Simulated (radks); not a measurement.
**Os⁴⁺ in [Xe] 4f14 5d4: an all-electron calculation**

Aim: the levels, the sizes of the orbitals and the parts of the energy of the osmium ion Os4+.

The numbers are computed with radks (a radial shooting solver on a logarithmic mesh, Libxc functionals) version 1 (Dirac Kohn-Sham, PBE, spin-unpolarised, spherical densities, point nucleus; open shells fill j = l - 1/2 first), except any that are marked as measured or tabulated.

## (1) Starting point

- element: osmium (Z = 76)
- charge: +4
- electrons: 72
- configuration: [Xe] 4f14 5d4

## (2) Self-consistent calculation

Input:

```text
Z 76
configuration [Xe] 4f14 5d4
relativity Dirac
functional pbe,pbe
spin unpolarised
j_filling energy
nucleus point
c 137.035999084
```

What does the calculation give?

As calculated:

```
                        quantity                   value
                    total energy     -17278.3386 hartree
exchange-correlation share of it                  1.96 %
                            −T/E                  1.1356
          highest occupied level       5d3/2, -48.629 eV
    most extended occupied level  5d3/2, <r> = 1.52 bohr
 radius at density 0.001 e/bohr³               3.17 bohr
    maxima of the radial density                       4
         ionisation energy, NIST          55 (theory) eV
```

5 principal shells are occupied and 4 maxima appear in the radial density; where shells overlap, one shows as a shoulder or not at all. −T/E is 1.136: with relativity the kinetic term as defined here no longer equals −E. Minus the highest eigenvalue, 48.629 eV, is 88 % of the tabulated ionisation energy (55 eV); the potential of a semilocal functional falls off too fast, so its top eigenvalue is too shallow. Spin polarisation and multiplet splitting are left out.
